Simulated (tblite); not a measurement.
# C6H9Cl2NSi: the cost of one run

Programs: tblite 0.8.0 and PySCF 2.14.0, with density-fitted response routines of our own. Each step states its level of theory. These are calculated values for one molecule in the gas phase, unless marked as measured. Atoms are numbered from 0 throughout.

### Step 1. Starting geometry

19 atoms, charge 0, multiplicity 1; geometry from: force field or distance geometry start.

Bonds of the start (Å): N0–C1 1.18, C1–Si2 1.87, Si2–C3 1.89, C3–C4 1.52, C4–Cl5 1.80, C4–Cl6 1.79, Si2–C7 1.91, C7–C8 1.50, C8–C9 1.51, C9–C7 1.52, Si2–H10 1.49, C3–H11 1.08, C3–H12 1.11, C4–H13 1.09, C7–H14 1.08, C8–H15 1.10, C8–H16 1.08, C9–H17 1.09, C9–H18 1.08.

### Step 2. Optimising the geometry with GFN2-xTB

What the job is given:

```
{"job": {"kind": "relax", "xc": "GFN2-xTB", "basis": "xTB"}, "charge": 0, "multiplicity": 1}
N      1.251300    -3.136800     1.280000
C      0.798900    -2.185300     0.757800
Si     0.176700    -0.618900    -0.045600
C      1.464300     0.756900     0.098300
C      2.856500     0.382700    -0.393700
Cl     2.898000     0.275700    -2.185100
Cl     4.024100     1.639900     0.112700
C     -1.453300    -0.019600     0.738400
C     -2.317800     0.936000    -0.036900
C     -2.766100    -0.490400     0.142500
H     -0.090500    -0.856400    -1.495400
H      1.088300     1.646000    -0.396300
H      1.516500     0.993700     1.185800
H      3.218500    -0.569300    -0.002200
H     -1.410600     0.101900     1.812100
H     -2.861600     1.703200     0.530800
H     -2.040400     1.259400    -1.034000
H     -2.771800    -1.129900    -0.742100
H     -3.590700    -0.679800     0.819200
```

Command:

```
$ OMP_NUM_THREADS=1 python probes_run.py task.json out
```

One launch serves the whole session: the jobs run in the order shown.

**Question.** How long does this first job take on 1 thread of Arm Neoverse N1, shared host, and how much memory does it need?

About 2.1 s, with a peak of 0.18 GiB.
